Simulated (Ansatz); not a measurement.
# CuSn3 (I4/mmm) in Ansatz: notebook

The runs below take CuSn3 through relaxation of cell and atoms, with PBEsol, PBEsol+D3(BJ), PBEsol+D3(BJ)-ATM, PBEsol+D4.

All numbers are computed with Ansatz 0.2.0; they aren't measurements. Logs are shortened: lines on timing, memory, paths and dates and some standing lists are left out, and cuts for length are marked.

### 1 The crystal as given

The structure is tetragonal, space group I4/mmm (No. 139). Conventional cell: a = 4.480 Å, b = 4.480 Å, c = 9.741 Å, α = 90.00°, β = 90.00°, γ = 90.00°. Around Sn (site symmetry 4/mmm) lie 4 Cu at 3.17 Å and 8 Sn at 3.31 Å. Sn (site symmetry -4m2) is surrounded by 8 Sn at 3.17 to 3.31 Å and 4 Cu at 3.31 Å. Cu (site symmetry 4/mmm) is surrounded by 12 Sn at 3.17 to 3.31 Å.

The cell comes from a database or a generator and needn't be the stable form of this composition.

### 2 Relaxation of cell and atoms, PBEsol

input.yaml

```yaml
crystal:
  lattice:
    - [-2.239903, 2.239903, 4.870704]
    - [2.239903, -2.239903, 4.870704]
    - [2.239903, 2.239903, -4.870704]
  atoms:
    - { symbol: Sn, position: [0.5, 0.5, 0.0] }
    - { symbol: Sn, position: [0.25, 0.75, 0.5] }
    - { symbol: Sn, position: [0.75, 0.25, 0.5] }
    - { symbol: Cu, position: [0.0, 0.0, 0.0] }
hamiltonian:
  xc: pbesol
  pseudopotentials: { kind: paw }
kpoints:
  mp_grid: { grid: [8, 8, 8] }
scf:
  occupations: { method: fermi_dirac, width: 0.05 }
output:
  forces: true
  stress: true
  eigenvalues: true
relax:
  f_tol: 0.01
  max_steps: 40
  cell: { stress_tol: 0.05 }
```

Potentials or basis: Ansatz PAW.

Command:

```
$ ansatz run input.yaml --threads 2 --pin off --max-ram 5632MiB --backend cpu --events-out ev --progress --plain --runs-dir out
```

Log:

```text
Warning: RAYON_NUM_THREADS=2 ignored (pool sized by the plan → 2); use --threads N
Engine: ansatz 0.2.0, aarch64-unknown-linux-gnu
Pseudopotentials: kind: paw
Pseudopotential: Sn, paw, valence charge 14, recommended cutoff 420 eV (normal), Sn.paw.azcp
Pseudopotential: Cu, paw, valence charge 19, recommended cutoff 420 eV (normal), Cu.paw.azcp
Functional definition: PBEsol
  exchange = pbesol_x
  correlation = pbesol_c
Crystal: 4 atoms, lattice volume = 97.749 Å³
Basis set: ecut = 420 eV, 1929 PW (Γ), exchange–correlation on 80×80×80 points (8 copies of the dense FFT grid, shifted against one another)
Bands: 37, of which v1, the nominal top of the filled ones, is band 31 counted from 1 (30 counted from 0)
Symmetry: 16 space group operations
Space group: I4/mmm (ITA 139), of the structure as read, at distance tolerance 4.6e-5 Å
k-points: 59 of 512
Non-local potential: Sn, projectors of the file, l = 0: 2, l = 1: 2, l = 2: 2, l = 3: 2
Non-local potential: Cu, projectors of the file, l = 0: 3, l = 1: 2, l = 2: 3, l = 3: 1
PAW form: soft (Blöchl's): semilocal exchange-correlation on the pseudo side does not see the compensation charge
PAW frozen core: Sn, regenerated for the run's functional, and the local potential with it (the file was generated under x = pbe(κ = 0.804, μ = 0.2195149727645171), c = pbe(β = 0.06672455060314922))
PAW frozen core: Cu, regenerated for the run's functional, and the local potential with it (the file was generated under x = pbe(κ = 0.804, μ = 0.2195149727645171), c = pbe(β = 0.06672455060314922))
PAW one-centre angular grid: Sn, 590 points (default); XC on 64 Gauss nodes
PAW one-centre angular grid: Cu, 590 points (default); XC on 64 Gauss nodes
Initial density: superposition of atomic densities (neutral atoms: chi_scale 0, normalization atom), corrected by the library's trained network
Initial wavefunctions: pseudopotential atomic-orbital guess
Functional: x = pbesol(κ = 0.804, μ = 0.12345679012345678), c = pbesol(β = 0.046)
SCF iter   1: F=—  HF=-24437.118880 eV  |F-HF|=—  |Δ(HF+E_count)|=         —  Δρ=6.37e-3  dr2=2.16e-2  ethr=1.77e-3  ⟨swp⟩=6.9  Hψ=9080  notcnv=0  defer=5
preconditioner: auto → Kerker (q_TF=auto, 2.522 Å⁻¹)  [metal: Δε(μ)=0.048 eV  Ē_g=16.619 eV  σ=0.050 eV  W_gap=0.23  n_scr=30 (ndim 8)  ℏωp=27.3 eV  f_vac=0.000  D(μ)=2.03/eV (n_scr^D=10)]
SCF iter   2: F=—  HF=-24437.113687 eV  |F-HF|=—  |Δ(HF+E_count)|=   5.19e-3  Δρ=1.29e-3  dr2=1.65e-3  ethr=3.55e-5  ⟨swp⟩=2.8  Hψ=4521  notcnv=0  defer=41
SCF iter   3: F=—  HF=-24437.113241 eV  |F-HF|=—  |Δ(HF+E_count)|=   4.46e-4  Δρ=8.04e-4  dr2=6.65e-4  ethr=2.70e-6  ⟨swp⟩=2.0  Hψ=3723  notcnv=0  defer=41
SCF iter   4: F=—  HF=-24437.113041 eV  |F-HF|=—  |Δ(HF+E_count)|=   2.00e-4  Δρ=1.79e-4  dr2=8.38e-5  ethr=1.09e-6  ⟨swp⟩=2.5  Hψ=3306  notcnv=0  defer=41
SCF iter   5: F=—  HF=-24437.113026 eV  |F-HF|=—  |Δ(HF+E_count)|=   1.51e-5  Δρ=9.26e-5  dr2=1.80e-5  ethr=1.37e-7  ⟨swp⟩=2.0  Hψ=2517  notcnv=0  defer=41
SCF iter   6: F=—  HF=-24437.113022 eV  |F-HF|=—  |Δ(HF+E_count)|=   4.21e-6  Δρ=1.14e-5  dr2=2.11e-7  ethr=2.96e-8  ⟨swp⟩=2.0  Hψ=2719  notcnv=0  defer=41
SCF iter   7: F=-24437.113022 eV  HF=-24437.113022 eV  |F-HF|=3.18e-8  |Δ(HF+E_count)|=   9.44e-8  Δρ=7.49e-6  dr2=6.21e-8  ethr=1.64e-10  ⟨swp⟩=8.7  Hψ=9512  notcnv=0
SCF 1 converged in 7 iterations: F = -24437.113022 eV  dr2 = 6.21e-8
[... 60 lines left out ...]
Entropy (-TS):   -0.018753 eV (-4.688 meV/atom)
Fermi energy:    12.003610 eV
--- Per-component energies (eV) ---
  E_band       = -639.052333
  E_kinetic    = 861.601705
  E_local      = -7413.148348  (includes V_loc(G=0)·N_el)
  E_nonlocal   = 307.325509
  E_hartree    = 3766.194464
  E_xc         = -1227.121811
  E_vxc        = -406.124779  (∫ρ·V_xc dr)
  E_paw        = -13825.288922  (= ΣΔE_a)
  E_vpaw       = -1521.095602  (= ΣTr[D̂ρ^β])
  E_aug_tail   = 0.000261  (compensation charges beyond the density's cutoff)
  E_ewald      = -6907.818369
  E_core_change = 1.060721  (= ΣΔE_core)
  E_smearing   = -0.018753  (= −TS)
  E_closure    = 0.000000  (closes the sum)
  Σ components = -24437.213544   (vs F -24437.213544, Δ=0.00e0)
--- Forces (eV/Å), atoms counted from 1 ---
  atom   1  Sn    -0.00000000     0.00000000     0.00000000
  atom   2  Sn    -0.00000000    -0.00000000     0.00000000
  atom   3  Sn     0.00000000     0.00000000    -0.00000000
  atom   4  Cu     0.00000000     0.00000000     0.00000000
  max |Σ_I F_I| component: 6.94e-18 eV/Å
--- Stress (GPa, compression-positive) ---
        0.009604       0.000000       0.000000
        0.000000       0.009604      -0.000000
        0.000000       0.000000      -0.046731
  P = ⅓ Tr σ = -0.0092 GPa (-0.092 kbar)
--- Band table (eV; the first three rows and the last of 59) ---
  k-point 0: bands = ["-99.9759", "-57.5249", "-57.5249", "-57.5071", "-9.6949", "-9.5573", "-9.5535", "-9.4868", "-9.4868", "-9.4844", "-9.4844", "-9.3983", "-9.3935", "-9.3649", "-9.3474", "-9.3141", "-9.3010", "-9.3010", "-9.2060", "0.5452", "6.9378", "8.1143", "8.6285", "8.9792", "8.9792", "9.1402", "9.4841", "9.9263", "10.9070", "10.9070", "11.7272", "11.7272", "12.5193", "13.3289", "13.4358", "16.5701", "16.5701"]
  k-point 1: bands = ["-99.9759", "-57.5249", "-57.5249", "-57.5071", "-9.6648", "-9.5451", "-9.5372", "-9.4934", "-9.4833", "-9.4820", "-9.4751", "-9.3902", "-9.3879", "-9.3635", "-9.3633", "-9.3262", "-9.3173", "-9.3073", "-9.2368", "0.7968", "6.9739", "7.2645", "8.0908", "9.0280", "9.1233", "9.3002", "9.6318", "9.8024", "10.1999", "10.8157", "10.8822", "12.1898", "14.0077", "14.6001", "14.6095", "14.7594", "16.9371"]
  k-point 2: bands = ["-99.9759", "-57.5249", "-57.5249", "-57.5071", "-9.6159", "-9.5246", "-9.5211", "-9.4756", "-9.4680", "-9.4656", "-9.4570", "-9.4303", "-9.3832", "-9.3780", "-9.3586", "-9.3490", "-9.3406", "-9.3379", "-9.2633", "1.5490", "6.0620", "6.7538", "7.7430", "8.6394", "9.0210", "9.3090", "9.7430", "9.7548", "9.9769", "10.0540", "10.6102", "11.4170", "14.9224", "16.7161", "16.7243", "16.9010", "17.8703"]
  k-point 58: bands = ["-99.9759", "-57.5249", "-57.5249", "-57.5071", "-9.6887", "-9.6024", "-9.5942", "-9.5942", "-9.5278", "-9.4609", "-9.3795", "-9.3795", "-9.3711", "-9.3670", "-9.3265", "-9.2936", "-9.2936", "-9.2768", "-9.2060", "1.7495", "3.0063", "7.8525", "8.9439", "8.9439", "9.3460", "9.4752", "9.4752", "9.4854", "9.9591", "11.1832", "14.9123", "14.9123", "14.9376", "15.0400", "16.4081", "17.5507", "17.5507"]
--- Relaxed structure (4 steps of the walk, 4 accepted, 1 SCFs on fresh bases) ---
  F+E_penalty+E_count = -24437.21354407 eV   max|allowed force component| = 1.735e-17 eV/Å   (the final SCF, on the basis selected at the relaxed cell)
  cell:  # Å, volume = 90.4628 Å³
    - [-2.185621003954786, 2.185621003954786, 4.734350128085769]
    - [2.185621003954786, -2.185621003954786, 4.734350128085769]
    - [2.185621003954786, 2.185621003954786, -4.734350128085769]
  atoms:
    - { symbol: Sn, position: [0.5000000000000001, 0.5000000000000001, 5.456209035369321e-34] }
    - { symbol: Sn, position: [0.25000000000000006, 0.75, 0.5] }
    - { symbol: Sn, position: [0.75, 0.25000000000000006, 0.5] }
    - { symbol: Cu, position: [-1.1028724368394216e-34, 3.466168477283292e-35, -7.33666191102721e-35] }
```

It took 40 s on 2 threads of Arm Neoverse V1, shared host; peak memory 0.51 GiB.

Results:

```yaml
Free_energy: -24437.2135 eV
Relaxed_volume: 22.62 Å³/atom
Relaxed_cell: a = 5.654 Å, b = 5.654 Å, c = 5.654 Å, α = 134.52°, β = 134.52°, γ = 66.28°
Space_group_after_relaxing_to_0.05_Å: I4/mmm (No. 139)
Energy_gained_by_relaxing: 25.1 meV/atom
Ionic_steps: 5
Pressure_after_relaxing: 0.0 GPa
Band_gap_on_the_k_mesh: none (metal or under the smearing width)
```

Step by step:
```csv
step,energy change (eV),largest force (eV/Å),volume (Å³)
1,0.0000,0.0000,97.75
2,-0.0912,0.0000,88.15
3,-0.1022,0.0000,90.78
4,-0.1025,0.0000,90.46
5,-0.1005,0.0000,90.46
```

Final structure:
```
Sn Cu
1.0
    -2.18562    2.18562    4.73435
     2.18562   -2.18562    4.73435
     2.18562    2.18562   -4.73435
Sn Cu
3 1
Direct
  0.50000 0.50000 0.00000
  0.25000 0.75000 0.50000
  0.75000 0.25000 0.50000
  0.00000 0.00000 0.00000
```

Levels at points of the mesh, in eV from the Fermi level:
```tsv
k point	band 28	band 29	band 30	band 31	band 32	band 33
(0.00, 0.00, 0.00)	-2.08	-1.10	-1.10	-0.28	-0.28	0.52
(0.00, 0.00, -0.50)	-2.37	-2.21	-2.13	0.32	0.88	0.96
(0.00, -0.50, 0.00)	-2.09	-0.14	-0.05	0.14	0.17	2.29
(-0.50, -0.50, -0.50)	-2.52	-2.04	-0.82	2.91	2.91	2.93
```

Caveat: the plane-wave basis is chosen anew once the cell has moved, so the energies of steps on either side of that aren't comparable; the PAW data sets come from PBE, with cores solved anew for the run's functional, which leaves a small shift of forces and pressure.

### 3 Relaxation of cell and atoms, PBEsol+D3(BJ)

Edit input.yaml of step 2 so:

```diff
@@ -13,2 +13,3 @@
   pseudopotentials: { kind: paw }
+  dispersion: d3bj
 kpoints:
```

Potentials or basis: Ansatz PAW.

Command:

```
$ ansatz run input.yaml --threads 2 --pin off --max-ram 5632MiB --backend cpu --events-out ev --progress --plain --runs-dir out
```

Log:

```text
Warning: RAYON_NUM_THREADS=2 ignored (pool sized by the plan → 2); use --threads N
[... 7 set-up lines as earlier in the session ...]
Crystal: 4 atoms, lattice volume = 97.749 Å³
Basis set: ecut = 420 eV, 1929 PW (Γ), exchange–correlation on 80×80×80 points (8 copies of the dense FFT grid, shifted against one another)
Bands: 37, of which v1, the nominal top of the filled ones, is band 31 counted from 1 (30 counted from 0)
[... 2 set-up lines as earlier in the session ...]
k-points: 59 of 512
[... 10 set-up lines as earlier in the session ...]
SCF iter   1: F=—  HF=-24438.649832 eV  |F-HF|=—  |Δ(HF+E_count)|=         —  Δρ=6.37e-3  dr2=2.16e-2  ethr=1.77e-3  ⟨swp⟩=6.9  Hψ=9080  notcnv=0  defer=5
preconditioner: auto → Kerker (q_TF=auto, 2.522 Å⁻¹)  [metal: Δε(μ)=0.048 eV  Ē_g=16.619 eV  σ=0.050 eV  W_gap=0.23  n_scr=30 (ndim 8)  ℏωp=27.3 eV  f_vac=0.000  D(μ)=2.03/eV (n_scr^D=10)]
SCF iter   2: F=—  HF=-24438.644640 eV  |F-HF|=—  |Δ(HF+E_count)|=   5.19e-3  Δρ=1.29e-3  dr2=1.65e-3  ethr=3.55e-5  ⟨swp⟩=2.8  Hψ=4521  notcnv=0  defer=41
SCF iter   3: F=—  HF=-24438.644193 eV  |F-HF|=—  |Δ(HF+E_count)|=   4.46e-4  Δρ=8.04e-4  dr2=6.65e-4  ethr=2.70e-6  ⟨swp⟩=2.0  Hψ=3723  notcnv=0  defer=41
SCF iter   4: F=—  HF=-24438.643993 eV  |F-HF|=—  |Δ(HF+E_count)|=   2.00e-4  Δρ=1.79e-4  dr2=8.38e-5  ethr=1.09e-6  ⟨swp⟩=2.5  Hψ=3306  notcnv=0  defer=41
SCF iter   5: F=—  HF=-24438.643978 eV  |F-HF|=—  |Δ(HF+E_count)|=   1.51e-5  Δρ=9.26e-5  dr2=1.80e-5  ethr=1.37e-7  ⟨swp⟩=2.0  Hψ=2517  notcnv=0  defer=41
SCF iter   6: F=—  HF=-24438.643974 eV  |F-HF|=—  |Δ(HF+E_count)|=   4.21e-6  Δρ=1.14e-5  dr2=2.11e-7  ethr=2.96e-8  ⟨swp⟩=2.0  Hψ=2719  notcnv=0  defer=41
SCF iter   7: F=-24438.643974 eV  HF=-24438.643974 eV  |F-HF|=3.18e-8  |Δ(HF+E_count)|=   9.44e-8  Δρ=7.49e-6  dr2=6.21e-8  ethr=1.64e-10  ⟨swp⟩=8.7  Hψ=9512  notcnv=0
SCF 1 converged in 7 iterations: F = -24438.643974 eV  dr2 = 6.21e-8
relax step   1: F+E_penalty+E_count = -24438.64397410 eV  Δ(F+E_penalty+E_count) = +0.000e0 eV  max|allowed force component| = 1.388e-17 eV/Å  Δτ_max = 0.0000 Å  P = -6.707 GPa  Ω = 97.749 Å³  (7 SCF iters, dr2 threshold 1.00e-7 eV, accepted)
Crystal: 4 atoms, lattice volume = 84.629 Å³
Basis set: ecut = 420 eV, 1671 PW (Γ), exchange–correlation on 80×80×80 points (8 copies of the dense FFT grid, shifted against one another)
Initial density: handed on by an earlier stage of this run
Initial wavefunctions: those handed on with the density
iter 1 solved again at ethr=6.21e-4 eV; its pass at ethr=3.10e-3 eV (dr2=3.79e-1 eV) is discarded
SCF iter   1: F=—  HF=-24438.963755 eV  |F-HF|=—  |Δ(HF+E_count)|=         —  Δρ=2.41e-2  dr2=3.84e-1  ethr=6.21e-4  ⟨swp⟩=1.2  Hψ=12657  notcnv=0
[... 55 lines left out ...]
SCF 6 converged in 7 iterations: F = -24438.915290 eV  dr2 = 1.50e-11
relax step   6: F+E_penalty+E_count = -24438.91529022 eV  Δ(F+E_penalty+E_count) = +3.203e-3 eV  max|allowed force component| = 1.735e-18 eV/Å  Δτ_max = 0.0000 Å  P = +0.012 GPa  Ω = 86.195 Å³  stress off target by 1.90e-2 GPa  SCF on the basis re-selected at this cell (its energy is not comparable with the rows above)  (7 SCF iters)
basis re-selected at this cell: Δ(F+E_penalty+E_count) = +3.203e-3 eV, ΔP = -0.004 GPa vs the last step (what re-selecting the basis moved, of the pressure what is left beyond the Pulay correction that the steps carried, after the strain that the cell walked since its last selection, with what the two solves' SCF thresholds leave and, on support functions, any second-order correction that the steps lacked; it is no measure of the basis error at this ecutwfc). This SCF's stress stands 1.90e-2 GPa from its target on what of the cell is left free (relax.cell.stress_tol is 5.00e-2 GPa) and its largest allowed force component is 1.73e-18 eV/Å (relax.f_tol is 1.00e-2 eV/Å): within both
SCF converged after 7 iterations
Free energy (F): -24438.915290 eV
Harris-Foulkes:  -24438.915290 eV  (|F-HF|=2.18e-11)
Internal energy: -24438.898177 eV  (E = F + TS)
E sigma→0 (E₀):  -24438.906734 eV
Entropy (-TS):   -0.017113 eV (-4.278 meV/atom)
Fermi energy:    12.828501 eV
--- Per-component energies (eV) ---
  E_band       = -595.188790
  E_kinetic    = 864.426396
  E_local      = -7235.001757  (includes V_loc(G=0)·N_el)
  E_nonlocal   = 307.024970
  E_hartree    = 3698.729714
  E_xc         = -1228.504156
  E_vxc        = -408.018440  (∫ρ·V_xc dr)
  E_paw        = -13825.405762  (= ΣΔE_a)
  E_vpaw       = -1521.079603  (= ΣTr[D̂ρ^β])
  E_aug_tail   = 0.000274  (compensation charges beyond the density's cutoff)
  E_ewald      = -7019.484480
  E_disp       = -1.744097  (pairwise vdW)
  E_core_change = 1.060721  (= ΣΔE_core)
  E_smearing   = -0.017113  (= −TS)
  E_closure    = 0.000000  (closes the sum)
  Σ components = -24438.915290   (vs F -24438.915290, Δ=0.00e0)
--- Forces (eV/Å), atoms counted from 1 ---
  atom   1  Sn    -0.00000000     0.00000000    -0.00000000
  atom   2  Sn     0.00000000     0.00000000     0.00000000
  atom   3  Sn     0.00000000     0.00000000     0.00000000
  atom   4  Cu    -0.00000000     0.00000000    -0.00000000
  max |Σ_I F_I| component: 6.94e-18 eV/Å
--- Stress (GPa, compression-positive) ---
        0.018950       0.000000      -0.000000
        0.000000       0.018950      -0.000000
        0.000000      -0.000000      -0.003081
  P = ⅓ Tr σ = 0.0116 GPa (0.116 kbar)
--- Band table (eV; the first three rows and the last of 59) ---
  k-point 0: bands = ["-99.2844", "-56.8326", "-56.8326", "-56.8141", "-8.9810", "-8.8221", "-8.8133", "-8.7320", "-8.7320", "-8.7283", "-8.7283", "-8.6282", "-8.6262", "-8.5900", "-8.5686", "-8.5297", "-8.5188", "-8.5188", "-8.4010", "0.9632", "7.6295", "8.6272", "9.6283", "9.6283", "9.6679", "9.7922", "10.1672", "10.6795", "11.6452", "11.6452", "12.4917", "12.4917", "13.4262", "14.1062", "14.3197", "17.6101", "17.6101"]
  k-point 1: bands = ["-99.2844", "-56.8326", "-56.8326", "-56.8141", "-8.9456", "-8.8054", "-8.7937", "-8.7429", "-8.7247", "-8.7245", "-8.7193", "-8.6212", "-8.6174", "-8.5884", "-8.5877", "-8.5446", "-8.5385", "-8.5253", "-8.4383", "1.2274", "7.6913", "8.0674", "8.6342", "9.6692", "9.7369", "9.9670", "10.3843", "10.5512", "10.9032", "11.5536", "11.6173", "13.0919", "14.9900", "15.4467", "15.5243", "15.6995", "17.9911"]
  k-point 2: bands = ["-99.2844", "-56.8326", "-56.8326", "-56.8141", "-8.8881", "-8.7760", "-8.7756", "-8.7176", "-8.7124", "-8.7087", "-8.6943", "-8.6671", "-8.6099", "-8.6086", "-8.5836", "-8.5769", "-8.5624", "-8.5603", "-8.4710", "2.0188", "6.8104", "7.5151", "8.3034", "9.2510", "9.6484", "9.9060", "10.4801", "10.4802", "10.6872", "10.7371", "11.3518", "12.1926", "15.9913", "17.6860", "17.7759", "17.9712", "18.8604"]
  k-point 58: bands = ["-99.2844", "-56.8326", "-56.8326", "-56.8141", "-8.9743", "-8.8730", "-8.8555", "-8.8555", "-8.7844", "-8.6999", "-8.6052", "-8.6052", "-8.5977", "-8.5968", "-8.5422", "-8.5122", "-8.5122", "-8.4872", "-8.4010", "2.1953", "3.5005", "8.7188", "9.6055", "9.6055", "10.0118", "10.1570", "10.1570", "10.1678", "10.7890", "12.1064", "15.7455", "15.7455", "15.8373", "15.9239", "17.2807", "18.6358", "18.6358"]
--- Relaxed structure (5 steps of the walk, 5 accepted, 1 SCFs on fresh bases) ---
  F+E_penalty+E_count = -24438.91529022 eV   max|allowed force component| = 1.735e-18 eV/Å   (the final SCF, on the basis selected at the relaxed cell)
  cell:  # Å, volume = 86.1950 Å³
    - [-2.142677370056055, 2.142677370056055, 4.6936244798383235]
    - [2.142677370056055, -2.142677370056055, 4.6936244798383235]
    - [2.142677370056055, 2.142677370056055, -4.6936244798383235]
  atoms:
    - { symbol: Sn, position: [0.5, 0.5, -1.5273809800679386e-33] }
    - { symbol: Sn, position: [0.25, 0.75, 0.5] }
    - { symbol: Sn, position: [0.75, 0.25, 0.5] }
    - { symbol: Cu, position: [-1.2945058388090803e-34, 1.0208984781760448e-34, -3.0102355308764e-35] }
```

Run time: 47 s. Hardware: 2 threads of Arm Neoverse V1, shared host; peak memory 0.51 GiB.

Results:

- Free energy: -24438.9153 eV
- Relaxed volume: 21.55 Å³/atom
- Relaxed cell: a = 5.587 Å, b = 5.587 Å, c = 5.587 Å, α = 134.90°, β = 134.90°, γ = 65.69°
- Space group after relaxing (to 0.05 Å): I4/mmm (No. 139)
- Energy gained by relaxing: 67.8 meV/atom
- Ionic steps: 6
- Pressure after relaxing: 0.0 GPa
- Band gap on the k mesh: none (metal or under the smearing width)

Step by step:
| step | energy change (eV) | largest force (eV/Å) | volume (Å³) |
| --- | --- | --- | --- |
| 1 | 0.0000 | 0.0000 | 97.75 |
| 2 | -0.2675 | 0.0000 | 84.63 |
| 3 | -0.2737 | 0.0000 | 86.66 |
| 4 | -0.2744 | 0.0000 | 86.26 |
| 5 | -0.2745 | 0.0000 | 86.19 |
| 6 | -0.2713 | 0.0000 | 86.19 |

Final structure:
```
Sn Cu
1.0
    -2.14268    2.14268    4.69362
     2.14268   -2.14268    4.69362
     2.14268    2.14268   -4.69362
Sn Cu
3 1
Direct
  0.50000 0.50000 0.00000
  0.25000 0.75000 0.50000
  0.75000 0.25000 0.50000
  0.00000 0.00000 0.00000
```

Caveat: the plane-wave basis is chosen anew once the cell has moved, so the energies of steps on either side of that aren't comparable; pairwise dispersion overbinds metals, which lowers pressure and volume; the PAW data sets come from PBE, with cores solved anew for the run's functional, which leaves a small shift of forces and pressure.

[end of part 1 of 2]
